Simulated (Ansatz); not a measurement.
# C2H5BO2: rigid torsion scan

A script is to give a rigid torsion scan; the system is C2H5BO2.

All numbers are computed with the Python package of Ansatz 0.2.0. Level of theory: PBE0/def2-SVP.

### 1 The system

Bond lengths: B1–O2 1.457 Å, O2–C3 1.374 Å, C3–C4 1.475 Å, C3–O5 1.294 Å, B1–H6 1.259 Å, B1–H7 1.175 Å, C4–H8 1.094 Å, C4–H9 1.064 Å, C4–H10 1.185 Å. Angles: B1–O2–C3 121.6°, O2–B1–H6 118.0°, O2–B1–H7 125.8°, H6–B1–H7 116.3°, O2–C3–C4 123.0°, O2–C3–O5 121.5°, C4–C3–O5 115.2°, C3–C4–H8 112.2°, C3–C4–H9 114.5°, C3–C4–H10 106.5°, H8–C4–H9 110.7°, H8–C4–H10 106.7°, H9–C4–H10 105.7°.

The script holds or builds the structure itself.

### 2 The script

torsion_c2h5bo2.py

```python
# -*- coding: utf-8 -*-
import ansatz as az
from ase import Atoms


def main():
    atoms = Atoms(["B", "O", "C", "C", "O", "H", "H", "H", "H", "H"], positions=[
        (-0.4009, 1.8045, -1.0438),
        (-0.6354, 0.6762, -0.1524),
        (0.2955, -0.3222, 0.0056),
        (0.1272, -1.4354, 0.9583),
        (1.4404, -0.2795, -0.5958),
        (-1.3067, 2.6724, -1.1487),
        (0.5687, 1.9852, -1.6817),
        (0.5502, -1.2052, 1.9408),
        (0.484, -2.3741, 0.6067),
        (-1.0399, -1.5729, 1.1138),
    ])

    first = (
        az.Crystal.molecule_from_ase(atoms).calculation()
        .basis(gaussian="def2-SVP")
        .functional("PBE0")
        .relax(force_tolerance=0.02, max_steps=80)
    )
    atoms.positions = first.run().report["positions_ang"]

    start = atoms.get_dihedral(3, 2, 1, 0)
    energies = {}
    for turn in range(0, 360, 40):
        turned = atoms.copy()
        turned.set_dihedral(3, 2, 1, 0, start + turn, indices=[0, 1, 5, 6])
        base = (
            az.Crystal.molecule_from_ase(turned).calculation()
            .basis(gaussian="def2-SVP")
            .functional("PBE0")
        )
        energies[round((start + turn) % 360)] = base.run().report["free_energy_ev"]
    floor = min(energies.values())
    print("dihedral C3-C2-O1-B0 (deg)   E - E(min) (kcal/mol)")
    for angle, e in sorted(energies.items()):
        print(f"{angle:8d} {23.060548 * (e - floor):14.3f}  " + "#" * int(30 * (e - floor) / max(max(energies.values()) - floor, 1e-9)))


if __name__ == "__main__":
    main()
```

### 3 The calls as engine input

The engine receives this input (first run):

```yaml
crystal:
  periodic: [false, false, false]
  atoms:
    - { symbol: B, position_ang: [-0.4009, 1.8045, -1.0438] }
    - { symbol: O, position_ang: [-0.6354, 0.6762, -0.1524] }
    - { symbol: C, position_ang: [0.2955, -0.3222, 0.0056] }
    - { symbol: C, position_ang: [0.1272, -1.4354, 0.9583] }
    - { symbol: O, position_ang: [1.4404, -0.2795, -0.5958] }
    - { symbol: H, position_ang: [-1.3067, 2.6724, -1.1487] }
    - { symbol: H, position_ang: [0.5687, 1.9852, -1.6817] }
    - { symbol: H, position_ang: [0.5502, -1.2052, 1.9408] }
    - { symbol: H, position_ang: [0.484, -2.3741, 0.6067] }
    - { symbol: H, position_ang: [-1.0399, -1.5729, 1.1138] }
basis:
  gaussian:
    orbitals: def2-SVP
hamiltonian:
  xc: pbe0
relax:
  f_tol: 0.02
  max_steps: 80
```

### 4 Launch

The run is started by

```sh
python torsion_c2h5bo2.py
```

Log:

```text
dihedral C3-C2-O1-B0 (deg)   E - E(min) (kcal/mol)
      37          6.603  #######################
      77          3.031  ##########
     117          1.430  #####
     157          0.000
     197          0.606  ##
     237          1.596  #####
     277          3.129  ##########
     317          4.907  #################
     357          8.571  ##############################
```

Run time: 63 s. Hardware: 1 thread of AMD EPYC 9B14 (Zen 4), shared host; peak memory 0.27 GiB.

### 5 How the relaxation of run 0 went

Relaxation path:

| step | E - E(step 1) (eV) | largest force component (eV/Å) |
| --- | --- | --- |
| 1 | 0.0000 | 6.8071 |
| 2 | -0.7655 | 2.5718 |
| 3 | -0.8590 | 1.4197 |
| 4 | -0.8674 | 1.3538 |
| 5 | -0.9491 | 0.1863 |
| 6 | -0.9546 | 0.1357 |
| 7 | -0.9554 | 0.2071 |
| 8 | -0.9696 | 0.2908 |
| 9 | -0.9784 | 0.1268 |
| 10 | -0.9701 | 0.3220 |
| 11 | -0.9804 | 0.0767 |
| 12 | -0.9809 | 0.1698 |
| 13 | -0.9806 | 0.1464 |
| 14 | -0.9815 | 0.0302 |
| 15 | -0.9815 | 0.0275 |
| 16 | -0.9816 | 0.0251 |
| 17 | -0.9816 | 0.0080 |

Step 1 is the start. Steps 10, 13 were tried and not accepted.

Before: Bond lengths: B1–O2 1.457 Å, O2–C3 1.374 Å, C3–C4 1.475 Å, C3–O5 1.294 Å, B1–H6 1.259 Å, B1–H7 1.175 Å, C4–H8 1.094 Å, C4–H9 1.064 Å, C4–H10 1.185 Å. Angles: B1–O2–C3 121.6°, O2–B1–H6 118.0°, O2–B1–H7 125.8°, H6–B1–H7 116.3°, O2–C3–C4 123.0°, O2–C3–O5 121.5°, C4–C3–O5 115.2°, C3–C4–H8 112.2°, C3–C4–H9 114.5°, C3–C4–H10 106.5°, H8–C4–H9 110.7°, H8–C4–H10 106.7°, H9–C4–H10 105.7°.

After: Bond lengths: B1–O2 1.365 Å, O2–C3 1.377 Å, C3–C4 1.496 Å, C3–O5 1.192 Å, B1–H6 1.206 Å, B1–H7 1.205 Å, C4–H8 1.100 Å, C4–H9 1.095 Å, C4–H10 1.100 Å. Angles: B1–O2–C3 123.2°, O2–B1–H6 115.5°, O2–B1–H7 120.5°, H6–B1–H7 124.0°, O2–C3–C4 110.8°, O2–C3–O5 122.6°, C4–C3–O5 126.6°, C3–C4–H8 109.9°, C3–C4–H9 110.0°, C3–C4–H10 109.3°, H8–C4–H9 110.5°, H8–C4–H10 106.9°, H9–C4–H10 110.2°.

Run 0 is this relaxation; the runs after it count from 1.

### 6 The runs side by side

One row for each of the 9 runs:

```tsv
run	turn (°)	energy from run 1 (eV)	SCF cycles	CPU time (s)
1	0	0.0000	17	1.5
2	40	0.0263	17	1.5
3	80	0.0692	17	1.5
4	120	0.1357	17	1.5
5	160	0.2128	17	1.7
6	200	0.3717	17	1.7
7	240	0.2863	17	1.7
8	280	0.1314	17	1.5
9	320	0.0620	17	1.5
```

### 7 Outcome

```
              quantity     value
         runs compared         9
       range of energy  0.372 eV
lowest point, turn (°)         0
```

In words: The lowest point lies at a turn of 0°, the highest 0.372 eV (35.9 kJ/mol) above it at 200°. The grid can miss the true lowest and highest points, and the rest of the molecule is held rigid. Run 0: The relaxation took 14 moves; the largest shift is 0.651 Å, of atom 5 (O). The scan is rigid and the energies are electronic, in a modest basis. With rigid groups the curve can differ much from the relaxed path, the start wasn't checked as a minimum of this torsion, and equivalent turns needn't return to the same energy.
